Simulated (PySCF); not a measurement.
# OZr: levels of theory, part 2 of 2

Aim: for OZr, compare levels of theory; the runs are relaxation and vibrations and intensities.

PySCF 2.14.0; relaxation, b3lyp, def2-tzvpd, and further levels as typed in the inputs. The steps go on from the part before.

## (4) Relaxation: relaxation, pbe0, def2-tzvpd

run.py reads:

```python
from pyscf import gto, dft
from pyscf.geomopt.geometric_solver import optimize
mol = gto.M(atom="mol.xyz", basis="def2-tzvpd", verbose=4)
mol.set(ecp='def2-tzvpd').build()
mf = dft.RKS(mol, xc="pbe0").density_fit().run(conv_tol=1e-9)
m = optimize(mf, maxsteps=60)
print("optimised structure (A):")
for k in range(m.natm): print(m.atom_symbol(k), *(f"{x:.8f}" for x in m.atom_coords(unit="A")[k]))
```

Started as:

```console
python run.py
```

The log of the run:

```text
[INPUT] num. atoms = 2
[INPUT] num. electrons = 48
[INPUT] charge = 0
[INPUT] spin (= nelec alpha-beta = 2S) = 0
[INPUT] symmetry False subgroup None
[INPUT] Mole.unit = angstrom
[INPUT] Symbol           X                Y                Z      unit          X                Y                Z       unit  Magmom
[INPUT]  1 Zr     0.000000000000   0.000000000000   0.000000000000 AA    0.000000000000   0.000000000000   0.000000000000 Bohr   0.0
[INPUT]  2 O      0.000000000000   0.000000000000   1.710000000000 AA    0.000000000000   0.000000000000   3.231431673006 Bohr   0.0

nuclear repulsion = 99.0273143242105
number of shells = 28
number of NR pGTOs = 115
number of NR cGTOs = 80
basis = def2-tzvpd
ecp = {}

WARN: ECP not specified. The basis set def2-tzvpd include an ECP. Recommended ECP: def2-TZVPD.

******** <class 'pyscf.df.df_jk.DFRKS'> ********
method = DFRKS
initial guess = minao
damping factor = 0
level_shift factor = 0
DIIS = <class 'pyscf.scf.diis.CDIIS'>
diis_start_cycle = 1
diis_space = 8
diis_damp = 0
SCF conv_tol = 1e-09
SCF conv_tol_grad = None
SCF max_cycles = 50
direct_scf = False
XC library pyscf.dft.libxc version 7.0.0
    S. Lehtola, C. Steigemann, M. J.T. Oliveira, and M. A.L. Marques.,  SoftwareX 7, 1–5 (2018)
XC functionals = pbe0
    C. Adamo and V. Barone.,  J. Chem. Phys. 110, 6158 (1999)
    M. Ernzerhof and G. E. Scuseria.,  J. Chem. Phys. 110, 5029 (1999)
radial grids:
    Treutler-Ahlrichs [JCP 102, 346 (1995); DOI:10.1063/1.469408] (M4) radial grids

becke partition: Becke, JCP 88, 2547 (1988); DOI:10.1063/1.454033
pruning grids: <function nwchem_prune at 0x75b25bb89bc0>
grids dens level: 3
symmetrized grids: False
atomic radii adjust function: <function treutler_atomic_radii_adjust at 0x75b25bb8a8e0>
small_rho_cutoff = 0
Set gradient conv threshold to 3.16228e-05
Initial guess from minao.
tot grids = 36472
******** <class 'pyscf.df.df.DF'> ********
auxbasis = def2-tzvp-jkfit
init E= -116.712829308511

WARN: HOMO -0.448754704962651 == LUMO -0.448754697331504

cycle= 1 E= -121.786198772668  delta_E= -5.07  |g|=  1.1  |ddm|= 5.05
  HOMO = -0.018568541727344  LUMO = 0.0189149123945256  gap/eV = 1.01998
cycle= 2 E= -121.262165907337  delta_E= 0.524  |g|= 1.91  |ddm|=  3.7
  HOMO = -0.111347317902556  LUMO = -0.0837252796835912  gap/eV = 0.75163
cycle= 3 E= -122.043101916483  delta_E= -0.781  |g|= 0.729  |ddm|= 2.47
  HOMO = -0.165313344721064  LUMO = -0.1474299300418  gap/eV = 0.48663
cycle= 4 E= -122.165232138212  delta_E= -0.122  |g|= 0.244  |ddm|= 0.982
  HOMO = -0.191306312528486  LUMO = -0.123168854316564  gap/eV = 1.85411
cycle= 5 E= -122.178095735821  delta_E= -0.0129  |g|= 0.0326  |ddm|= 0.368
  HOMO = -0.195074557487349  LUMO = -0.1181996331116  gap/eV = 2.09187
cycle= 6 E= -122.178484060832  delta_E= -0.000388  |g|= 0.0125  |ddm|= 0.114
  HOMO = -0.195802134826582  LUMO = -0.117489078177038  gap/eV = 2.13101
cycle= 7 E= -122.178522797975  delta_E= -3.87e-05  |g|= 0.00215  |ddm|= 0.0278
  HOMO = -0.195411917973757  LUMO = -0.116714657427279  gap/eV = 2.14146
cycle= 8 E= -122.178524057496  delta_E= -1.26e-06  |g|= 0.0011  |ddm|= 0.00442
  HOMO = -0.195210743583786  LUMO = -0.116359383299126  gap/eV = 2.14565
cycle= 9 E= -122.178524376485  delta_E= -3.19e-07  |g|= 0.000156  |ddm|= 0.00214
  HOMO = -0.195192313032958  LUMO = -0.116326550795259  gap/eV = 2.14605
cycle= 10 E= -122.178524382504  delta_E= -6.02e-09  |g|= 9.65e-06  |ddm|= 0.000337
  HOMO = -0.195194217659072  LUMO = -0.116330133717327  gap/eV = 2.14600
cycle= 11 E= -122.178524382543  delta_E= -3.97e-11  |g|= 3.74e-06  |ddm|= 5.06e-05
  HOMO = -0.195194355480361  LUMO = -0.116330326258709  gap/eV = 2.14600
Extra cycle  E= -122.178524382521  delta_E= 2.27e-11  |g|= 1.16e-05  |ddm|= 1.25e-05
converged SCF energy = -122.178524382521
Create scanner for <class 'pyscf.df.grad.rks.Gradients'>
Create scanner for <class 'pyscf.df.df_jk.DFRKS'>

Geometry optimization cycle 1
Cartesian coordinates (Angstrom)
 Atom        New coordinates             dX        dY        dZ
  Zr   0.000000   0.000000   0.000000    0.000000  0.000000  0.000000
   O   0.000000   0.000000   1.710000    0.000000  0.000000  0.000000

WARN: Mole.unit (angstrom) is changed to Bohr

New geometry
   1 Zr     0.000000000000   0.000000000000   0.000000000000 AA    0.000000000000   0.000000000000   0.000000000000 Bohr
   2 O      0.000000000000   0.000000000000   1.710000000000 AA    0.000000000000   0.000000000000   3.231431673006 Bohr

******** <class 'pyscf.scf.hf.DFRKS_Scanner'> ********
method = DFRKS_Scanner
initial guess = minao
damping factor = 0
level_shift factor = 0
DIIS = <class 'pyscf.scf.diis.CDIIS'>
diis_start_cycle = 1
diis_space = 8
diis_damp = 0
SCF conv_tol = 1e-09
SCF conv_tol_grad = None
SCF max_cycles = 50
direct_scf = False
XC library pyscf.dft.libxc version 7.0.0
    S. Lehtola, C. Steigemann, M. J.T. Oliveira, and M. A.L. Marques.,  SoftwareX 7, 1–5 (2018)
XC functionals = pbe0
    C. Adamo and V. Barone.,  J. Chem. Phys. 110, 6158 (1999)
    M. Ernzerhof and G. E. Scuseria.,  J. Chem. Phys. 110, 5029 (1999)
radial grids:
    Treutler-Ahlrichs [JCP 102, 346 (1995); DOI:10.1063/1.469408] (M4) radial grids

becke partition: Becke, JCP 88, 2547 (1988); DOI:10.1063/1.454033
pruning grids: <function nwchem_prune at 0x75b25bb89bc0>
grids dens level: 3
symmetrized grids: False
atomic radii adjust function: <function treutler_atomic_radii_adjust at 0x75b25bb8a8e0>
small_rho_cutoff = 0
Set gradient conv threshold to 3.16228e-05
tot grids = 36472
******** <class 'pyscf.df.df.DF'> ********
auxbasis = def2-tzvp-jkfit
init E= -122.178524382521
  HOMO = -0.195193624999025  LUMO = -0.116329127878444  gap/eV = 2.14601
cycle= 1 E= -122.178524382264  delta_E= 2.57e-10  |g|= 3.8e-05  |ddm|= 2.69e-05
  HOMO = -0.195195999345213  LUMO = -0.116333118576601  gap/eV = 2.14597
cycle= 2 E= -122.178524379524  delta_E= 2.74e-09  |g|= 0.000124  |ddm|= 8.63e-05
  HOMO = -0.195194174551869  LUMO = -0.116330032945857  gap/eV = 2.14600
cycle= 3 E= -122.178524382547  delta_E= -3.02e-09  |g|= 1.62e-07  |ddm|= 6.6e-05
  HOMO = -0.195194177143872  LUMO = -0.11633004528276  gap/eV = 2.14600
cycle= 4 E= -122.178524382547  delta_E= 2.27e-13  |g|= 1.31e-08  |ddm|= 1.82e-07
  HOMO = -0.195194175878818  LUMO = -0.116330042474904  gap/eV = 2.14600
Extra cycle  E= -122.178524382547  delta_E= 1.14e-13  |g|= 1.48e-08  |ddm|= 6.43e-08
converged SCF energy = -122.178524382547

******** <class 'pyscf.grad.rhf.Gradients_Scanner'> for <class 'pyscf.scf.hf.DFRKS_Scanner'> ********
unit = Eh/Bohr
grid_response = False
--------------- DFRKS_Scanner gradients ---------------
         x                y                z
0 Zr     0.0000000000    -0.0000000000    -0.0057577764
1 O     0.0000000000    -0.0000000000     0.0057365127
----------------------------------------------
cycle 1: E = -122.178524383  dE = -122.179  norm(grad) = 0.0081277

Geometry optimization cycle 2
Cartesian coordinates (Angstrom)
 Atom        New coordinates             dX        dY        dZ
  Zr  -0.000000  -0.000000   0.004606   -0.000000 -0.000000  0.004606
   O  -0.000000   0.000000   1.705844   -0.000000  0.000000 -0.004156
New geometry
   1 Zr    -0.000000000000  -0.000000000000   0.004605602484 AA   -0.000000000000  -0.000000000000   0.008703327333 Bohr
   2 O     -0.000000000000   0.000000000000   1.705844487135 AA   -0.000000000000   0.000000000000   3.223578891784 Bohr

******** <class 'pyscf.scf.hf.DFRKS_Scanner'> ********
method = DFRKS_Scanner
initial guess = minao
damping factor = 0
level_shift factor = 0
DIIS = <class 'pyscf.scf.diis.CDIIS'>
diis_start_cycle = 1
diis_space = 8
diis_damp = 0
SCF conv_tol = 1e-09
SCF conv_tol_grad = None
SCF max_cycles = 50
direct_scf = False
XC library pyscf.dft.libxc version 7.0.0
    S. Lehtola, C. Steigemann, M. J.T. Oliveira, and M. A.L. Marques.,  SoftwareX 7, 1–5 (2018)
XC functionals = pbe0
    C. Adamo and V. Barone.,  J. Chem. Phys. 110, 6158 (1999)
    M. Ernzerhof and G. E. Scuseria.,  J. Chem. Phys. 110, 5029 (1999)
radial grids:
    Treutler-Ahlrichs [JCP 102, 346 (1995); DOI:10.1063/1.469408] (M4) radial grids

becke partition: Becke, JCP 88, 2547 (1988); DOI:10.1063/1.454033
pruning grids: <function nwchem_prune at 0x75b25bb89bc0>
grids dens level: 3
symmetrized grids: False
atomic radii adjust function: <function treutler_atomic_radii_adjust at 0x75b25bb8a8e0>
small_rho_cutoff = 0
Set gradient conv threshold to 3.16228e-05
tot grids = 36472
******** <class 'pyscf.df.df.DF'> ********
auxbasis = def2-tzvp-jkfit
init E= -122.182954302823
  HOMO = -0.193928735109928  LUMO = -0.114763043065035  gap/eV = 2.15421
cycle= 1 E= -122.178519532907  delta_E= 0.00443  |g|= 0.0104  |ddm|= 0.0187
  HOMO = -0.194302049421236  LUMO = -0.115289393319525  gap/eV = 2.15004
cycle= 2 E= -122.178362253373  delta_E= 0.000157  |g|= 0.03  |ddm|= 0.0267
  HOMO = -0.194712876854481  LUMO = -0.115883877105821  gap/eV = 2.14505
cycle= 3 E= -122.178543201217  delta_E= -0.000181  |g|= 0.00323  |ddm|= 0.0172
  HOMO = -0.19463822149951  LUMO = -0.115634110451885  gap/eV = 2.14981
cycle= 4 E= -122.178545101395  delta_E= -1.9e-06  |g|= 0.000387  |ddm|= 0.00271
  HOMO = -0.194650796325874  LUMO = -0.115666455560075  gap/eV = 2.14927
cycle= 5 E= -122.17854513602  delta_E= -3.46e-08  |g|= 5.06e-05  |ddm|= 0.000466
  HOMO = -0.194640690074877  LUMO = -0.115648049801855  gap/eV = 2.14950
cycle= 6 E= -122.178545136856  delta_E= -8.36e-10  |g|= 1.01e-05  |ddm|= 0.000123
  HOMO = -0.194642344902135  LUMO = -0.115651004591754  gap/eV = 2.14946
Extra cycle  E= -122.178545136875  delta_E= -1.93e-11  |g|= 1.06e-05  |ddm|= 2.38e-05
converged SCF energy = -122.178545136875

******** <class 'pyscf.grad.rhf.Gradients_Scanner'> for <class 'pyscf.scf.hf.DFRKS_Scanner'> ********
unit = Eh/Bohr
grid_response = False
--------------- DFRKS_Scanner gradients ---------------
         x                y                z
0 Zr     0.0000000000    -0.0000000000     0.0033050462
1 O     0.0000000000     0.0000000000    -0.0033258280
----------------------------------------------
cycle 2: E = -122.178545137  dE = -2.07543e-05  norm(grad) = 0.00468876

Geometry optimization cycle 3
Cartesian coordinates (Angstrom)
 Atom        New coordinates             dX        dY        dZ
  Zr  -0.000000   0.000000   0.003143   -0.000000  0.000000 -0.001463
   O  -0.000000   0.000000   1.707586   -0.000000 -0.000000  0.001742
New geometry
   1 Zr    -0.000000000000   0.000000000000   0.003142796275 AA   -0.000000000000   0.000000000000   0.005939024226 Bohr
   2 O     -0.000000000000   0.000000000000   1.707586321554 AA   -0.000000000000   0.000000000000   3.226870481791 Bohr

******** <class 'pyscf.scf.hf.DFRKS_Scanner'> ********
method = DFRKS_Scanner
initial guess = minao
damping factor = 0
level_shift factor = 0
DIIS = <class 'pyscf.scf.diis.CDIIS'>
diis_start_cycle = 1
diis_space = 8
diis_damp = 0
SCF conv_tol = 1e-09
SCF conv_tol_grad = None
SCF max_cycles = 50
direct_scf = False
XC library pyscf.dft.libxc version 7.0.0
    S. Lehtola, C. Steigemann, M. J.T. Oliveira, and M. A.L. Marques.,  SoftwareX 7, 1–5 (2018)
XC functionals = pbe0
    C. Adamo and V. Barone.,  J. Chem. Phys. 110, 6158 (1999)
    M. Ernzerhof and G. E. Scuseria.,  J. Chem. Phys. 110, 5029 (1999)
radial grids:
    Treutler-Ahlrichs [JCP 102, 346 (1995); DOI:10.1063/1.469408] (M4) radial grids

becke partition: Becke, JCP 88, 2547 (1988); DOI:10.1063/1.454033
pruning grids: <function nwchem_prune at 0x75b25bb89bc0>
grids dens level: 3
symmetrized grids: False
atomic radii adjust function: <function treutler_atomic_radii_adjust at 0x75b25bb8a8e0>
small_rho_cutoff = 0
Set gradient conv threshold to 3.16228e-05
tot grids = 36472
******** <class 'pyscf.df.df.DF'> ********
auxbasis = def2-tzvp-jkfit
init E= -122.176966202383
  HOMO = -0.195099740258833  LUMO = -0.116214627466009  gap/eV = 2.14657
cycle= 1 E= -122.178551592625  delta_E= -0.00159  |g|= 0.00376  |ddm|= 0.00683
  HOMO = -0.194970698796446  LUMO = -0.116034485903389  gap/eV = 2.14796
cycle= 2 E= -122.178530386641  delta_E= 2.12e-05  |g|= 0.011  |ddm|= 0.00977
  HOMO = -0.194819005445623  LUMO = -0.115814923879963  gap/eV = 2.14981
cycle= 3 E= -122.178554716292  delta_E= -2.43e-05  |g|= 0.00119  |ddm|= 0.00629
  HOMO = -0.194845767685745  LUMO = -0.115904952448192  gap/eV = 2.14809
cycle= 4 E= -122.17855497289  delta_E= -2.57e-07  |g|= 0.000144  |ddm|= 0.000991
  HOMO = -0.194841106312573  LUMO = -0.115892756303695  gap/eV = 2.14829
cycle= 5 E= -122.178554977673  delta_E= -4.78e-09  |g|= 1.85e-05  |ddm|= 0.000171
  HOMO = -0.194844819275367  LUMO = -0.115899520085782  gap/eV = 2.14821
cycle= 6 E= -122.178554977787  delta_E= -1.13e-10  |g|= 3.8e-06  |ddm|= 4.6e-05
  HOMO = -0.194844233276189  LUMO = -0.11589849816161  gap/eV = 2.14822
Extra cycle  E= -122.178554977788  delta_E= -1.76e-12  |g|= 4.55e-06  |ddm|= 8.58e-06
converged SCF energy = -122.178554977788

******** <class 'pyscf.grad.rhf.Gradients_Scanner'> for <class 'pyscf.scf.hf.DFRKS_Scanner'> ********
unit = Eh/Bohr
grid_response = False
--------------- DFRKS_Scanner gradients ---------------
         x                y                z
0 Zr     0.0000000000     0.0000000000    -0.0000540394
1 O    -0.0000000000    -0.0000000000     0.0000330293
----------------------------------------------
cycle 3: E = -122.178554978  dE = -9.84091e-06  norm(grad) = 6.3334e-05

Geometry optimization cycle 4
Cartesian coordinates (Angstrom)
 Atom        New coordinates             dX        dY        dZ
  Zr  -0.000000  -0.000000   0.003384   -0.000000 -0.000000  0.000241
   O   0.000000   0.000000   1.707787    0.000000  0.000000  0.000200
New geometry
   1 Zr    -0.000000000000  -0.000000000000   0.003383797624 AA   -0.000000000000  -0.000000000000   0.006394450771 Bohr
   2 O      0.000000000000   0.000000000000   1.707786676417 AA    0.000000000000   0.000000000000   3.227249097609 Bohr

******** <class 'pyscf.scf.hf.DFRKS_Scanner'> ********
method = DFRKS_Scanner
initial guess = minao
damping factor = 0
level_shift factor = 0
DIIS = <class 'pyscf.scf.diis.CDIIS'>
diis_start_cycle = 1
diis_space = 8
diis_damp = 0
SCF conv_tol = 1e-09
SCF conv_tol_grad = None
SCF max_cycles = 50
direct_scf = False
XC library pyscf.dft.libxc version 7.0.0
    S. Lehtola, C. Steigemann, M. J.T. Oliveira, and M. A.L. Marques.,  SoftwareX 7, 1–5 (2018)
XC functionals = pbe0
    C. Adamo and V. Barone.,  J. Chem. Phys. 110, 6158 (1999)
    M. Ernzerhof and G. E. Scuseria.,  J. Chem. Phys. 110, 5029 (1999)
radial grids:
    Treutler-Ahlrichs [JCP 102, 346 (1995); DOI:10.1063/1.469408] (M4) radial grids

becke partition: Becke, JCP 88, 2547 (1988); DOI:10.1063/1.454033
pruning grids: <function nwchem_prune at 0x75b25bb89bc0>
grids dens level: 3
symmetrized grids: False
atomic radii adjust function: <function treutler_atomic_radii_adjust at 0x75b25bb8a8e0>
small_rho_cutoff = 0
Set gradient conv threshold to 3.16228e-05
tot grids = 36472
******** <class 'pyscf.df.df.DF'> ********
auxbasis = def2-tzvp-jkfit
init E= -122.17857519055
  HOMO = -0.194838596815494  LUMO = -0.115891683912567  gap/eV = 2.14825
cycle= 1 E= -122.17855497961  delta_E= 2.02e-05  |g|= 3.9e-05  |ddm|= 8.42e-05
  HOMO = -0.194840744057878  LUMO = -0.115894785488095  gap/eV = 2.14823
cycle= 2 E= -122.178554977838  delta_E= 1.77e-09  |g|= 0.000102  |ddm|= 0.000102
  HOMO = -0.194842214181186  LUMO = -0.11589678061014  gap/eV = 2.14821
cycle= 3 E= -122.178554979931  delta_E= -2.09e-09  |g|= 1.75e-05  |ddm|= 6.28e-05
  HOMO = -0.194841861135675  LUMO = -0.115895652721021  gap/eV = 2.14824
cycle= 4 E= -122.178554979984  delta_E= -5.32e-11  |g|= 1.87e-06  |ddm|= 1.24e-05
  HOMO = -0.194842026707221  LUMO = -0.115896005550715  gap/eV = 2.14823
Extra cycle  E= -122.178554979977  delta_E= 6.57e-12  |g|= 6.09e-06  |ddm|= 5.3e-06
converged SCF energy = -122.178554979977

******** <class 'pyscf.grad.rhf.Gradients_Scanner'> for <class 'pyscf.scf.hf.DFRKS_Scanner'> ********
unit = Eh/Bohr
grid_response = False
--------------- DFRKS_Scanner gradients ---------------
         x                y                z
0 Zr     0.0000000000    -0.0000000000    -0.0000118715
1 O     0.0000000000    -0.0000000000    -0.0000091361
----------------------------------------------
cycle 4: E = -122.17855498  dE = -2.18908e-09  norm(grad) = 1.498e-05
optimised structure (A):
Zr -0.00000000 -0.00000000 0.00338380
O 0.00000000 0.00000000 1.70778668
```

Wall time 8.3 s (2 threads of Intel Xeon Platinum 8375C at 2.90GHz (Ice Lake), shared host).

## (5) Vibrations and intensities: vibrations and intensities, pbe0, def2-tzvpd

It takes the final geometry of step 4.

run.py reads:

```python
from pyscf import gto, dft
from pyscf.hessian import thermo
import numpy as np
mol = gto.M(atom="mol.xyz", basis="def2-tzvpd", verbose=4)
mol.set(ecp='def2-tzvpd').build()
mf = dft.RKS(mol, xc="pbe0").density_fit().run(conv_tol=1e-9)
mol.verbose = 0; x = mol.atom_coords(); n = x.size; h = np.zeros((n, n + 3))
def point(d):  # for finite differences of the forces
    m = mol.set_geom_(x + d.reshape(-1, 3), unit="Bohr", inplace=False); s = dft.RKS(m, xc="pbe0").density_fit()
    s.grids.level = 4
    s.run(mf.make_rdm1(), conv_tol=1e-10); g = s.nuc_grad_method(); g.grid_response = True
    return np.append(g.kernel(), s.dip_moment(unit="AU", verbose=0))
for k in range(n): d = np.zeros(n); d[k] = 0.01; h[k] = (point(d) - point(-d)) / 0.02
H = (h[:, :n] + h[:, :n].T) / 2
f = thermo.harmonic_analysis(mol, H.reshape(mol.natm, 3, mol.natm, 3).transpose(0, 2, 1, 3))
print("harmonic vibrations: frequency (1/cm), infrared intensity (km/mol)")
for w, q in zip(f["freq_wavenumber"], f["norm_mode"]): t = q.ravel() @ h[:, n:]; print(f"  {w.real - w.imag:9.2f} {974.88 * t @ t:9.2f}")
```

Started as:

```console
python run.py
```

The log of the run:

```text
[INPUT] num. atoms = 2
[INPUT] num. electrons = 48
[INPUT] charge = 0
[INPUT] spin (= nelec alpha-beta = 2S) = 0
[INPUT] symmetry False subgroup None
[INPUT] Mole.unit = angstrom
[INPUT] Symbol           X                Y                Z      unit          X                Y                Z       unit  Magmom
[INPUT]  1 Zr     0.000000000000   0.000000000000   0.003383800000 AA    0.000000000000   0.000000000000   0.006394455260 Bohr   0.0
[INPUT]  2 O      0.000000000000   0.000000000000   1.707786680000 AA    0.000000000000   0.000000000000   3.227249104380 Bohr   0.0

nuclear repulsion = 99.3525119450631
number of shells = 28
number of NR pGTOs = 115
number of NR cGTOs = 80
basis = def2-tzvpd
ecp = {}

WARN: ECP not specified. The basis set def2-tzvpd include an ECP. Recommended ECP: def2-TZVPD.

******** <class 'pyscf.df.df_jk.DFRKS'> ********
method = DFRKS
initial guess = minao
damping factor = 0
level_shift factor = 0
DIIS = <class 'pyscf.scf.diis.CDIIS'>
diis_start_cycle = 1
diis_space = 8
diis_damp = 0
SCF conv_tol = 1e-09
SCF conv_tol_grad = None
SCF max_cycles = 50
direct_scf = False
XC library pyscf.dft.libxc version 7.0.0
    S. Lehtola, C. Steigemann, M. J.T. Oliveira, and M. A.L. Marques.,  SoftwareX 7, 1–5 (2018)
XC functionals = pbe0
    C. Adamo and V. Barone.,  J. Chem. Phys. 110, 6158 (1999)
    M. Ernzerhof and G. E. Scuseria.,  J. Chem. Phys. 110, 5029 (1999)
radial grids:
    Treutler-Ahlrichs [JCP 102, 346 (1995); DOI:10.1063/1.469408] (M4) radial grids

becke partition: Becke, JCP 88, 2547 (1988); DOI:10.1063/1.454033
pruning grids: <function nwchem_prune at 0x7b3a47179c60>
grids dens level: 3
symmetrized grids: False
atomic radii adjust function: <function treutler_atomic_radii_adjust at 0x7b3a4717a980>
small_rho_cutoff = 0
Set gradient conv threshold to 3.16228e-05
[... 1 set-up line as earlier in the session ...]
tot grids = 36472
******** <class 'pyscf.df.df.DF'> ********
auxbasis = def2-tzvp-jkfit
init E= -116.716780408254

WARN: HOMO -0.448890972671806 == LUMO -0.448890965499259

cycle= 1 E= -121.784543753826  delta_E= -5.07  |g|= 1.11  |ddm|= 5.06
  HOMO = -0.0186758294822091  LUMO = 0.0192254519619654  gap/eV = 1.03135
cycle= 2 E= -121.264263117112  delta_E= 0.52  |g|= 1.91  |ddm|= 3.71
  HOMO = -0.11135984992255  LUMO = -0.0837360418047091  gap/eV = 0.75168
cycle= 3 E= -122.044924868597  delta_E= -0.781  |g|= 0.725  |ddm|= 2.48
  HOMO = -0.165069163172235  LUMO = -0.146935470672378  gap/eV = 0.49344
cycle= 4 E= -122.165259308377  delta_E= -0.12  |g|= 0.244  |ddm|= 0.978
  HOMO = -0.190998339818552  LUMO = -0.122691652092101  gap/eV = 1.85872
cycle= 5 E= -122.178135887354  delta_E= -0.0129  |g|= 0.0322  |ddm|= 0.368
  HOMO = -0.194743544739339  LUMO = -0.117756959869998  gap/eV = 2.09491
cycle= 6 E= -122.178516598674  delta_E= -0.000381  |g|= 0.0122  |ddm|= 0.114
  HOMO = -0.195443809994206  LUMO = -0.117039667911079  gap/eV = 2.13349
cycle= 7 E= -122.178553448101  delta_E= -3.68e-05  |g|= 0.00212  |ddm|= 0.0274
  HOMO = -0.195056131291139  LUMO = -0.116274025939438  gap/eV = 2.14377
cycle= 8 E= -122.178554667087  delta_E= -1.22e-06  |g|= 0.00108  |ddm|= 0.00434
  HOMO = -0.194858067751053  LUMO = -0.115924367643707  gap/eV = 2.14790
cycle= 9 E= -122.178554974304  delta_E= -3.07e-07  |g|= 0.000151  |ddm|= 0.00208
  HOMO = -0.194840016456006  LUMO = -0.115892214572908  gap/eV = 2.14828
cycle= 10 E= -122.178554979943  delta_E= -5.64e-09  |g|= 9.66e-06  |ddm|= 0.000326
  HOMO = -0.194841929110051  LUMO = -0.115895838175189  gap/eV = 2.14823
cycle= 11 E= -122.178554979981  delta_E= -3.87e-11  |g|= 3.61e-06  |ddm|= 4.89e-05
  HOMO = -0.19484205737735  LUMO = -0.115896016023155  gap/eV = 2.14823
Extra cycle  E= -122.17855497996  delta_E= 2.11e-11  |g|= 1.11e-05  |ddm|= 1.22e-05
converged SCF energy = -122.17855497996
harmonic vibrations: frequency (1/cm), infrared intensity (km/mol)
    1033.79    185.41
```

It took 32 s on 2 threads of Intel Xeon Platinum 8375C at 2.90GHz (Ice Lake), shared host.

Harmonic frequencies from the force constants, with isotope-averaged masses (PySCF's default) and rigid motions projected out (i: imaginary):

| mode | cm⁻¹ | IR (km/mol) |
| --- | --- | --- |
| 1 | 1034 | 185.4 |

## (6) Results

What follows sums up all 2 parts.

```
                     quantity      value
harmonic frequencies (step 3)  1007 cm⁻¹
   zero-point energy (step 3)   0.062 eV
harmonic frequencies (step 5)  1034 cm⁻¹
   zero-point energy (step 5)   0.064 eV
```

In words: In step 3 all modes are real: a minimum. In step 5 all modes are real: a minimum.
